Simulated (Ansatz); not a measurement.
Runs of Ansatz 0.2.0 on SnN2F2. It takes space group C2/m (No. 12, monoclinic). Conventional cell: a = 8.794 Å, b = 5.294 Å, c = 3.737 Å, α = 90.00°, β = 109.59°, γ = 90.00°. Sn (site symmetry 2/m) is surrounded by 4 F at 2.35 Å. F (site symmetry m) has 2 Sn at 2.35 Å and 1 N at 2.55 Å as nearest neighbours. N (site symmetry m) has 1 N at 1.12 Å as nearest neighbours. The cell comes from a database or a generator and needn't be the stable form of this composition.

```csv
potentials or basis,cutoff (eV),gap on the mesh (eV),pressure (GPa),largest force (eV/Å)
Ansatz PAW earlier set,1300,0.97,5.2,(a)
PseudoDojo stringent (PBE files),1388,0.98,5.4,1.43
PseudoDojo standard (PBE files),1143,0.98,5.3,1.42
Ansatz PAW,420,0.97,5.3,1.54
SPMS NC,1034,0.96,5.5,(b)
```

Alike in all rows: task band structure; level PBE; no spin polarisation; cell as given; k mesh 6 × 6 × 8; smearing fermi-dirac 0.05 eV.

Q: Fill in the values left out.

A: (a) 1.63; (b) 1.40.

Caveats: spin-orbit coupling is left out, which moves the levels of the heavy elements; forces of over 1 eV/Å show positions far from the minimum, so gaps and moduli don't describe the material at rest.

A k mesh can miss the band edges, and the runs leave out spin-orbit coupling on Sn.

The runs don't all hold the same shells in valence.
